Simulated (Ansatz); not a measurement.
From input file to script: SbPd₆S, space group R-3m in Ansatz 0.2.0.

```yaml
crystal:
  lattice:
    - [2.26489, 1.307635, 7.250786]
    - [-2.26489, 1.307635, 7.250786]
    - [0.0, -2.61527, 7.250786]
  atoms:
    - { symbol: Sb, position: [0.5, 0.5, 0.5] }
    - { symbol: Pd, position: [0.6295, 0.6295, 0.6295] }
    - { symbol: Pd, position: [0.118741, 0.118741, 0.118741] }
    - { symbol: Pd, position: [0.881259, 0.881259, 0.881259] }
    - { symbol: Pd, position: [0.3705, 0.3705, 0.3705] }
    - { symbol: Pd, position: [0.246243, 0.246243, 0.246243] }
    - { symbol: Pd, position: [0.753757, 0.753757, 0.753757] }
    - { symbol: S, position: [0.0, 0.0, 0.0] }
basis:
  ecutwfc: 510.0
kpoints:
  mp_grid:
    grid: [6, 6, 6]
hamiltonian:
  xc: lda
  pseudopotentials:
    kind: paw
scf:
  occupations:
    method: fermi_dirac
    width: 0.1
relax:
  cell:
    fix: [angles]
output:
  write_density: true
  write_potential: true
  volumetric_format: npy
  elf: true
```

Run as a notebook:

```python
from pathlib import Path
import warnings

import ansatz as az
from ase import Atoms
from ase.data import atomic_numbers
from ase.neighborlist import neighbor_list
import numpy as np
import spglib
```

```python
def edges_and_angles(cell):
    cell = np.asarray(cell)
    a, b, c = np.linalg.norm(cell, axis=1)
    cosines = cell[1] @ cell[2] / (b * c), cell[0] @ cell[2] / (a * c), cell[0] @ cell[1] / (a * b)
    return (a, b, c, *np.degrees(np.arccos(cosines)))
```

```python
warnings.simplefilter("ignore", az.DeckWarning)
```

```python
crystal = (
    az.Lattice.of([2.26489, 1.307635, 7.250786], [-2.26489, 1.307635, 7.250786], [0.0, -2.61527, 7.250786])
    .atom("Sb", [0.5, 0.5, 0.5])
    .atom("Pd", [0.6295, 0.6295, 0.6295])
    .atom("Pd", [0.118741, 0.118741, 0.118741])
    .atom("Pd", [0.881259, 0.881259, 0.881259])
    .atom("Pd", [0.3705, 0.3705, 0.3705])
    .atom("Pd", [0.246243, 0.246243, 0.246243])
    .atom("Pd", [0.753757, 0.753757, 0.753757])
    .atom("S", [0.0, 0.0, 0.0])
)
```

```python
[site.symbol for site in crystal.resolved().sites]
```

    ['Sb', 'Pd', 'Pd', 'Pd', 'Pd', 'Pd', 'Pd', 'S']

```python
# edges free, angles fixed
setup = (
    crystal.calculation()
    .pseudopotentials("paw")
    .basis(510)
    .functional("LDA")
    .kpoints(6, 6, 6)
    .occupations(az.OccupationsMethod.FERMI_DIRAC, width=100 * az.meV)
    .relax(fix_cell=["angles"])
    .density()
    .potential()
    .electron_localization_function()
    .output_files(volumetric_format="npy")
)
steps = []
```

```python
def collect(event):
    if event["event"] == "relax_step":
        steps.append(event["data"])
```

```python
res = setup.session().plan().execute(on_event=collect)
r = res.report
```

```python
[(site.symbol, site.position_frac.round(4).tolist()) for site in res.lattice.sites]
```

    [(<Element.SB: 'Sb'>, [0.5, 0.5, 0.5]), (<Element.PD: 'Pd'>, [0.6314, 0.6314, 0.6314]),
     (<Element.PD: 'Pd'>, [0.1156, 0.1156, 0.1156]), (<Element.PD: 'Pd'>, [0.8844, 0.8844, 0.8844]),
     (<Element.PD: 'Pd'>, [0.3686, 0.3686, 0.3686]), (<Element.PD: 'Pd'>, [0.2432, 0.2432, 0.2432]),
     (<Element.PD: 'Pd'>, [0.7568, 0.7568, 0.7568]), (<Element.S: 'S'>, [-0.0, -0.0, -0.0])]

```python
for s in steps:
    flag = "" if s["accepted"] else "  (rejected)"
    print("step %2d  E = %.5f eV  largest force component = %.4f eV/A%s" % (s["step"], s["lagrangian_ev"], s["allowed_force_max_ev_ang"], flag))
```

    step  1  E = -48273.90978 eV  largest force component = 0.1911 eV/A
    step  2  E = -48274.00402 eV  largest force component = 0.5182 eV/A
    step  3  E = -48274.35609 eV  largest force component = 0.1772 eV/A
    step  4  E = -48274.37237 eV  largest force component = 0.1430 eV/A
    step  5  E = -48274.38373 eV  largest force component = 0.0556 eV/A
    step  6  E = -48274.38441 eV  largest force component = 0.0073 eV/A
    step  7  E = -48274.38348 eV  largest force component = 0.0073 eV/A

```python
first, last = steps[0], steps[-1]
symbols = [site.symbol for site in res.lattice.sites]
print(f"energy gained {first['lagrangian_ev'] - last['lagrangian_ev']:.4f} eV in {len(steps) - 1} steps")
for label, vectors in (("before", first["cell_ang"]), ("after", res.lattice.cell_ang)):
    print(label, "a b c (A) {:.4f} {:.4f} {:.4f}  angles {:.2f} {:.2f} {:.2f}".format(*edges_and_angles(vectors)), f" V = {abs(np.linalg.det(vectors)):.3f} A^3")
print("final stress xx yy zz (GPa, compression positive):", np.round(np.diag(r["stress_gpa"]), 3) + 0.0)
```

    energy gained 0.4737 eV in 6 steps
    before a b c (A) 7.7080 7.7080 7.7080  angles 34.18 34.18 34.18  V = 128.846 A^3
    after a b c (A) 7.4986 7.4986 7.4986  angles 34.18 34.18 34.18  V = 118.625 A^3
    final stress xx yy zz (GPa, compression positive): [ 0.119  0.119 -0.248]

```python
change = np.array(last["positions_ang"]) @ np.linalg.inv(last["cell_ang"]) - np.array(first["positions_ang"]) @ np.linalg.inv(first["cell_ang"])
moved = np.linalg.norm(change @ np.array(last["cell_ang"]), axis=1)
print("displacement within the cell, strain taken out (A):", " ".join(f"{s}:{d:.3f}" for s, d in zip(symbols, moved)))
```

    displacement within the cell, strain taken out (A): Sb:0.000 Pd:0.041 Pd:0.068 Pd:0.068 Pd:0.041 Pd:0.064 Pd:0.064 S:0.000

```python
fractions = [site.position_frac for site in res.lattice.sites]
numbers = [atomic_numbers[s] for s in symbols]
for tolerance in (1e-3, 1e-2, 1e-1):
    print(f"space group at {tolerance} A:", spglib.get_spacegroup((res.lattice.cell_ang, fractions, numbers), symprec=tolerance))
```

    space group at 0.001 A: R-3m (166)
    space group at 0.01 A: R-3m (166)
    space group at 0.1 A: R-3m (166)

```python
final = Atoms(symbols, positions=last["positions_ang"], cell=res.lattice.cell_ang, pbc=True)
i, j, d = neighbor_list("ijd", final, 4.5)
print("neighbours within 1.2 times the shortest distance of each atom (A)")
for atom in range(len(final)):
    near = [m for m in np.argsort(d) if i[m] == atom]
    shell = [m for m in near if d[m] < 1.2 * d[near[0]]]
    print(f"{symbols[atom]}{atom} ({len(shell)}):", ", ".join(f"{symbols[j[m]]} {d[m]:.3f}" for m in shell))
```

    neighbours within 1.2 times the shortest distance of each atom (A)
    Sb0 (14): Pd 2.765, Pd 2.765, Pd 2.765, Pd 2.765, Pd 2.765, Pd 2.765, Pd 2.781, Pd 2.781, Pd 3.016, Pd 3.016, Pd 3.016, Pd 3.016, Pd 3.016, Pd 3.016
    Pd1 (14): S 2.651, S 2.651, S 2.651, Pd 2.652, Sb 2.781, Pd 2.796, Pd 2.796, Pd 2.796, Pd 2.949, Pd 2.949, Pd 2.949, Pd 3.060, Pd 3.060, Pd 3.060
    Pd2 (8): S 2.445, Pd 2.601, Pd 2.601, Pd 2.601, Pd 2.702, Sb 2.765, Sb 2.765, Sb 2.765
    Pd3 (8): S 2.445, Pd 2.601, Pd 2.601, Pd 2.601, Pd 2.702, Sb 2.765, Sb 2.765, Sb 2.765
    Pd4 (14): S 2.651, S 2.651, S 2.651, Pd 2.652, Sb 2.781, Pd 2.796, Pd 2.796, Pd 2.796, Pd 2.949, Pd 2.949, Pd 2.949, Pd 3.060, Pd 3.060, Pd 3.060
    Pd5 (11): Pd 2.601, Pd 2.601, Pd 2.601, Pd 2.652, Pd 2.702, Pd 2.796, Pd 2.796, Pd 2.796, Sb 3.016, Sb 3.016, Sb 3.016
    Pd6 (11): Pd 2.601, Pd 2.601, Pd 2.601, Pd 2.652, Pd 2.702, Pd 2.796, Pd 2.796, Pd 2.796, Sb 3.016, Sb 3.016, Sb 3.016
    S7 (8): Pd 2.445, Pd 2.445, Pd 2.651, Pd 2.651, Pd 2.651, Pd 2.651, Pd 2.651, Pd 2.651

```python
print("relaxed fractional positions")
for site in res.lattice.sites:
    print(f"  {site.symbol:2s}", " ".join(f"{v % 1:8.5f}" for v in np.round(site.position_frac, 5)))

n_atoms = len(r["lattice"]["sites"])
print("F =", round(r["free_energy_ev"], 4), "eV for", n_atoms, "atoms")
print("E(sigma -> 0) =", round(r["energy_sigma0_ev"], 4), "eV, TS =", round(r["entropy_ts_ev"], 5), "eV")
print("closed by", r["closed_by"], "after", r["n_iterations"], "iterations")
```

    relaxed fractional positions
      Sb  0.50000  0.50000  0.50000
      Pd  0.63142  0.63142  0.63142
      Pd  0.11555  0.11555  0.11555
      Pd  0.88445  0.88445  0.88445
      Pd  0.36858  0.36858  0.36858
      Pd  0.24324  0.24324  0.24324
      Pd  0.75676  0.75676  0.75676
      S   0.00000  0.00000  0.00000
    F = -48274.3835 eV for 8 atoms
    E(sigma -> 0) = -48274.3093 eV, TS = 0.14837 eV
    closed by deck_thresholds after 9 iterations

```python
folder = Path(res.write_results("fields"))
print("densities in e/A^3, potentials in eV, ELF without unit")
for name in sorted(p.name for p in folder.glob("*.npy")):
    field = np.load(folder / name)
    print(f"{name:16s} {str(field.shape):16s} min {field.min():10.4f}  mean {field.mean():10.4f}  max {field.max():10.4f}")
```

    densities in e/A^3, potentials in eV, ELF without unit
    elf.npy          (36, 60, 36)     min     0.0000  mean     0.2920  max     0.8406
    rho.npy          (36, 60, 36)     min     0.0121  mean     1.0875  max    23.1603
    v_es.npy         (36, 60, 36)     min   -74.2521  mean    10.3533  max    21.9100
    v_tot.npy        (36, 60, 36)     min  -101.2924  mean    -2.6993  max    12.9007

What to keep in mind:
- Absolute energies stand on the zero of these potentials, so only differences at equal settings mean something. A total without «per atom» is that of the whole cell that was run.
- Spin is left out of this run.
- For a metal this k-point mesh is coarse: on a finer one energies can move by several to tens of meV an atom and pressures by half a GPa or more, differences at one mesh by less.
- Energies along a relaxation are free energies. Rows at an unchanged volume are solved on a plane-wave basis chosen afresh for that cell, so the energy can jump there; the script counts such rows among its steps.
- Edges and angles are those of the cell as typed, here a primitive one, not of the conventional cell.
- The fields are valence quantities on the plane-wave grid; their values near the nuclei depend on the potentials.
- The structure comes from a database of computed cells and needn't be a stable or known phase.
- The whole script took 2.8 min on 1 thread of Arm Neoverse V2 (shared host), peak memory 0.74 GiB.

(Lines on the test bed's own set-up are left out of the output.)
